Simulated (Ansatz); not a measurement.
Turn this script for Ansatz's Python interface into the input file that the command-line program reads.

The script, `run_deck.py`:
```python
"""Single point of LaS through the engine session."""

import logging
import sys
import warnings

import ansatz as az

logging.basicConfig(stream=sys.stdout, format="[%(levelname)s] %(message)s")
logger = logging.getLogger("las")
logger.setLevel(logging.INFO)

warnings.simplefilter("ignore", az.DeckWarning)

config = {
    "crystal": {
        "lattice": [[4.075504, 0.0, 0.0], [0.0, 4.075504, 0.0], [0.0, 0.0, 10.60026]],
        "atoms": [
            {"symbol": "La", "position": [0.0, 0.5, 0.621591]},
            {"symbol": "La", "position": [0.5, 0.0, 0.378409]},
            {"symbol": "S", "position": [0.5, 0.0, 0.654562]},
            {"symbol": "S", "position": [0.0, 0.5, 0.345438]},
        ],
    },
    "kpoints": {"mp_grid": {"kspacing": 0.3}},
    "hamiltonian": {"xc": "pbesol"},
    "scf": {"occupations": {"method": "cold", "width": 0.15}},
    "basis": {"ecutwfc": 470},
    "output": {"forces": True},
}

done = az.Session.from_dict(config).plan(threads=1).execute()
summary = done.report

n_atoms = len(summary["lattice"]["sites"])
print("F =", round(summary["free_energy_ev"], 4), "eV for", n_atoms, "atoms")
print("E(sigma -> 0) =", round(summary["energy_sigma0_ev"], 4), "eV, TS =", round(summary["entropy_ts_ev"], 5), "eV")
print("closed by", summary["closed_by"], "after", summary["n_iterations"], "iterations")

# forces in eV per angstrom
logger.info("forces (eV/A)")
for site, force in zip(done.lattice.sites, summary["forces_ev_ang"]):
    logger.info(f"  {site.symbol:2s} {force[0]:9.4f} {force[1]:9.4f} {force[2]:9.4f}")

print("doubts on the final state:", summary["published_state_doubts"] or "none")
print("warnings:", sorted({n["data"]["kind"] for n in done.notices if n["data"].get("severity") in ("warning", "doubt")}) or "none")

used = summary["setup"]
print("cutoffs (eV):", used["ecut_ev"], used["ecutrho_ev"], " FFT grid:", used["fft_dense"])
logger.info("cell volume {:.3f} A^3, {} symmetry operations".format(used["cell_volume_ang3"], used["n_sym_ops"]))
```

```console
$ python run_deck.py
F = -14099.9248 eV for 4 atoms
E(sigma -> 0) = -14099.9239 eV, TS = 0.00277 eV
closed by deck_thresholds after 7 iterations
[INFO] forces (eV/A)
[INFO]   La    0.0000    0.0000   -0.1272
[INFO]   La    0.0000    0.0000    0.1272
[INFO]   S     0.0000    0.0000   -0.1951
[INFO]   S     0.0000    0.0000    0.1951
doubts on the final state: none
warnings: none
cutoffs (eV): 470.0 1880.0  FFT grid: [30, 30, 75]
[INFO] cell volume 176.067 A^3, 16 symmetry operations
```

`input.yaml`:
```yaml
crystal:
  lattice:
    - [4.075504, 0.0, 0.0]
    - [0.0, 4.075504, 0.0]
    - [0.0, 0.0, 10.60026]
  atoms:
    - { symbol: La, position: [0.0, 0.5, 0.621591] }
    - { symbol: La, position: [0.5, 0.0, 0.378409] }
    - { symbol: S, position: [0.5, 0.0, 0.654562] }
    - { symbol: S, position: [0.0, 0.5, 0.345438] }
kpoints:
  mp_grid: { kspacing: 0.3 }
hamiltonian:
  xc: pbesol
scf:
  occupations: { method: cold, width: 0.15 }
basis:
  ecutwfc: 470
output:
  forces: true
```

The program run on that file:
```console
$ ansatz run input.yaml --threads 1 --pin off --max-ram 3072MiB --backend cpu --events-out ev --progress --plain --runs-dir out
Engine: ansatz 0.2.0, x86_64-unknown-linux-gnu
Pseudopotentials: kind: paw
Pseudopotential: La, paw, valence charge 11, recommended cutoff 420 eV (normal), La.paw.azcp
Pseudopotential: S, paw, valence charge 6, recommended cutoff 420 eV (normal), S.paw.azcp
Functional definition: PBEsol
  exchange = pbesol_x
  correlation = pbesol_c
Crystal: 4 atoms, lattice volume = 176.067 Å³
Basis set: ecut = 470 eV, 4061 PW (Γ), exchange–correlation on 60×60×150 points (8 copies of the dense FFT grid, shifted against one another)
Bands: 21, of which v1, the nominal top of the filled ones, is band 17 counted from 1 (16 counted from 0)
Symmetry: 16 space group operations
Space group: P4/nmm (ITA 129), of the structure as read, at distance tolerance 5.6e-5 Å
k-points: 20 of 72
Non-local potential: La, projectors of the file, l = 0: 3, l = 1: 2, l = 2: 2, l = 3: 3
Non-local potential: S, projectors of the file, l = 0: 2, l = 1: 2, l = 2: 2
PAW form: soft (Blöchl's): semilocal exchange-correlation on the pseudo side does not see the compensation charge
PAW frozen core: La, regenerated for the run's functional, and the local potential with it (the file was generated under x = pbe(κ = 0.804, μ = 0.2195149727645171), c = pbe(β = 0.06672455060314922))
PAW frozen core: S, regenerated for the run's functional, and the local potential with it (the file was generated under x = pbe(κ = 0.804, μ = 0.2195149727645171), c = pbe(β = 0.06672455060314922))
PAW one-centre angular grid: La, 590 points (default); XC on 64 Gauss nodes
PAW one-centre angular grid: S, 110 points (default); XC on 64 Gauss nodes
Initial density: superposition of atomic densities (neutral atoms: chi_scale 0, normalization atom), corrected by the library's trained network
Initial wavefunctions: pseudopotential atomic-orbital guess
Functional: x = pbesol(κ = 0.804, μ = 0.12345679012345678), c = pbesol(β = 0.046)
SCF iter   1: F=—  HF=-14099.926813 eV  |F-HF|=—  |Δ(HF+E_count)|=         —  Δρ=3.18e-3  dr2=3.23e-2  ethr=1.77e-3  ⟨swp⟩=8.6  Hψ=2522  notcnv=0
preconditioner: auto → LDOS  [insulator: Δε(μ)=0.168 eV  Ē_g=11.070 eV  σ=0.150 eV  W_gap=0.59  n_scr=26 (ndim 8)  ℏωp=15.3 eV  f_vac=0.355  D(μ)=1.83/eV (n_scr^D=4)  ε∞_Penn≈2.9  β→1.0]
SCF iter   2: F=—  HF=-14099.926868 eV  |F-HF|=—  |Δ(HF+E_count)|=   5.47e-5  S|Δr|=    0.00e0  Δρ=1.58e-3  dr2=8.99e-3  ethr=9.50e-5  ⟨swp⟩=2.5  Hψ=930  notcnv=0
SCF iter   3: F=—  HF=-14099.925071 eV  |F-HF|=—  |Δ(HF+E_count)|=   1.80e-3  S|Δr|=    0.00e0  Δρ=4.15e-4  dr2=9.81e-4  ethr=2.64e-5  ⟨swp⟩=2.0  Hψ=727  notcnv=0
SCF iter   4: F=—  HF=-14099.924898 eV  |F-HF|=—  |Δ(HF+E_count)|=   1.73e-4  S|Δr|=    0.00e0  Δρ=1.52e-4  dr2=6.73e-5  ethr=2.88e-6  ⟨swp⟩=2.1  Hψ=712  notcnv=0
SCF iter   5: F=—  HF=-14099.924843 eV  |F-HF|=—  |Δ(HF+E_count)|=   5.51e-5  S|Δr|=    0.00e0  Δρ=3.82e-5  dr2=5.04e-6  ethr=1.98e-7  ⟨swp⟩=2.0  Hψ=636  notcnv=0
SCF iter   6: F=—  HF=-14099.924843 eV  |F-HF|=—  |Δ(HF+E_count)|=   2.61e-7  S|Δr|=    0.00e0  Δρ=8.77e-6  dr2=1.48e-7  ethr=1.48e-8  ⟨swp⟩=2.2  Hψ=646  notcnv=0
SCF iter   7: F=-14099.924843 eV  HF=-14099.924843 eV  |F-HF|=1.03e-9  |Δ(HF+E_count)|=   2.72e-8  S|Δr|=    0.00e0  Δρ=2.21e-6  dr2=7.95e-9  ethr=2.94e-10  ⟨swp⟩=5.2  Hψ=1669  notcnv=0
SCF 1 converged in 7 iterations: F = -14099.924843 eV  dr2 = 7.95e-9
  greatest PAW one-centre occupation: 0.971 electrons in one spin orbital (limit 2), on the La atom at site 1 (counted from 0), in its partial waves of l = 0
SCF converged after 7 iterations
Stability not checked: this state was not tested for a lower state beside it, because cold or Methfessel-Paxton smearing, or corrected tetrahedra, fill the levels in a way that the test cannot read (fill_not_monotonic; see scf.lower_state_search)
Free energy (F): -14099.924843 eV
Harris-Foulkes:  -14099.924843 eV  (|F-HF|=1.03e-9)
Internal energy: -14099.922074 eV  (E = F + TS)
E sigma→0 (E₀):  -14099.923920 eV
Entropy (-TS):   -0.002769 eV (-0.692 meV/atom)
Fermi energy:    5.606287 eV
Step filling:    the computed levels leave a gap of 0.1431 eV = 1.0 smearing widths at the electron count; against every level under it full and every level over it empty, smearing changes F+E_penalty+E_count by -0.525 meV and its σ→0 estimate by +0.398 meV
--- Per-component energies (eV) ---
  E_band       = -246.657139
  E_kinetic    = 599.924357
  E_local      = -3552.865235  (includes V_loc(G=0)·N_el)
  E_nonlocal   = 251.843211
  E_hartree    = 1533.162780
  E_xc         = -470.187570
  E_vxc        = -470.844490  (∫ρ·V_xc dr)
  E_paw        = -11826.742030  (= ΣΔE_a)
  E_vpaw       = -141.038294  (= ΣTr[D̂ρ^β])
  E_aug_tail   = 0.000003  (compensation charges beyond the density's cutoff)
  E_ewald      = -635.520508
  E_core_change = 0.462918  (= ΣΔE_core)
  E_smearing   = -0.002769  (= −TS)
  E_closure    = -0.000000  (closes the sum)
  Σ components = -14099.924843   (vs F -14099.924843, Δ=0.00e0)
--- Forces (eV/Å), atoms counted from 1 ---
  atom   1  La     0.00000000     0.00000000    -0.12718589
  atom   2  La     0.00000000     0.00000000     0.12718589
  atom   3  S      0.00000000     0.00000000    -0.19512300
  atom   4  S      0.00000000     0.00000000     0.19512300
  max |Σ_I F_I| component: 2.78e-17 eV/Å
```

What to keep in mind:
- Total energies depend on the potentials; only differences at equal settings carry meaning. A total without «per atom» is that of the cell as typed.
- For a metal this k-point mesh is coarse: on a finer one energies can move by several to tens of meV an atom and pressures by half a GPa or more, differences at one mesh by less.
- This cell is a computed structure, which may not be the phase found in nature.
- Wall time of the script: 4.2 s on 1 thread of Intel(R) Xeon(R) Platinum 8488C (Sapphire Rapids), with other jobs on the host, peak memory 0.51 GiB.

(Lines on the test bed's own set-up are left out of the output.)
